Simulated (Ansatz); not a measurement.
Below is the output of a Python script on the Ansatz DFT code, driven from Python that makes a band structure of Ge, space group Cmcm. Write a script that gives it. Level of theory: PBEsol, PAW, cutoff 558 eV, 12×12×7 k-points, Fermi-Dirac smearing of 0.1 eV.

`ge.xyz`
```text
2
Lattice="1.48805293 -2.59468961 0.0 1.48805293 2.59468961 0.0 0.0 0.0 4.72759579" Properties=species:S:1:pos:R:3 pbc="T T T"
Ge    1.48805293   -0.86430860    1.18189895
Ge    1.48805293    0.86430860    3.54569684
```

```console
$ python run_bands.py
F = E - TS                -8506.46716 eV
E                         -8506.43702 eV
Harris-Foulkes            -8506.46716 eV
Fermi level                  11.51262 eV
densities in e/A^3, potentials in eV, ELF without unit
elf.npy          (24, 24, 40)     min     0.0129  mean     0.3318  max     0.8726
rho.npy          (24, 24, 40)     min     0.0831  mean     0.7670  max    56.7253
v_es.npy         (24, 24, 40)     min   -38.2726  mean     5.5091  max    14.4367
v_tot.npy        (24, 24, 40)     min   -59.8039  mean    -5.3371  max     6.7767
zero of the bands: 11.513 eV, the Fermi level found on the SCF mesh
channel 0 - computed levels within 6 eV of the Fermi level
  G    -5.672
  S    -2.402  -1.396  -1.020   1.292   2.301
  R    -5.069  -5.069   3.964   3.964   4.936   4.936
  Z     1.741   1.741
  T    -5.094  -5.094   4.117   4.117   4.957   4.957
```

The script that was run (others could print the same):

`run_bands.py`
```python
from pathlib import Path

import ansatz
import numpy as np

FUNCTIONAL = "PBEsol"
KGRID = (12, 12, 7)
SMEARING = "fermi_dirac"
EXTRA_BANDS = 10


def main() -> None:
    system = ansatz.Crystal.from_extxyz("ge.xyz")

    path = [
        ("G", (0.0, 0.0, 0.0)),
        ("S", (0.0, 0.5, 0.0)),
        ("R", (0.0, 0.5, 0.5)),
        ("Z", (0.0, 0.0, 0.5)),
        ("T", (-0.5, 0.5, 0.5)),
    ]
    calc = system.calculation()
    calc = calc.basis(41 * ansatz.Ry).pseudopotentials("paw")
    calc = calc.functional(FUNCTIONAL)
    calc = calc.kpoints(*KGRID).occupations(SMEARING, width=100 * ansatz.meV)
    calc = calc.band_structure([point for _, point in path], intervals=4).scf(extra_bands=EXTRA_BANDS)
    calc = calc.density()
    calc = calc.potential()
    calc = calc.electron_localization_function()
    calc = calc.output_files(volumetric_format="npy")
    out = calc.run(threads=1)
    data = out.report

    print("%-22s %14.5f eV" % ("F = E - TS", data["free_energy_ev"]))
    print("%-22s %14.5f eV" % ("E", data["internal_energy_ev"]))
    print("%-22s %14.5f eV" % ("Harris-Foulkes", data["harris_foulkes_ev"]))
    print("%-22s %14.5f eV" % ("Fermi level", data["fermi_energy_ev"]))

    folder = Path(out.write_results("fields"))
    print("densities in e/A^3, potentials in eV, ELF without unit")
    for name in sorted(p.name for p in folder.glob("*.npy")):
        field = np.load(folder / name)
        print(f"{name:16s} {str(field.shape):16s} min {field.min():10.4f}  mean {field.mean():10.4f}  max {field.max():10.4f}")

    bands = out.band_structure()
    fermi = bands.fermi_energy_ev
    print(f"zero of the bands: {fermi:.3f} eV, the Fermi level found on the SCF mesh")
    for spin, channel in enumerate(bands.channels):
        print("channel", spin, "- computed levels within 6 eV of the Fermi level")
        for i, (label, _) in enumerate(path):
            levels = channel.eigenvalues_ev[i * 4] - fermi
            print(f"  {label:3s}", " ".join(f"{e:7.3f}" for e in levels if abs(e) < 6))


if __name__ == "__main__":
    main()
```

Caveats:
- Total energies depend on the potentials; only differences at equal settings carry meaning. A total without «per atom» is that of the cell as typed.
- The zero of the levels is a convention of the potentials, so an absolute Fermi energy is no work function.
- Within a few hundredths of an angstrom the cell has the higher group P6_3/mmc; the lower one is a small distortion.
- Grid values close to the nuclei reflect the PAW or pseudopotential construction, not the all-electron fields.
- This isn't the structure that Ge takes at ambient conditions.
- Levels are Kohn-Sham eigenvalues on this mesh, without spin-orbit coupling.
- Wall time of the script: 8.3 s on 1 thread of Intel(R) Xeon(R) Processor @ 2.30GHz, on a shared host, peak memory 0.62 GiB.
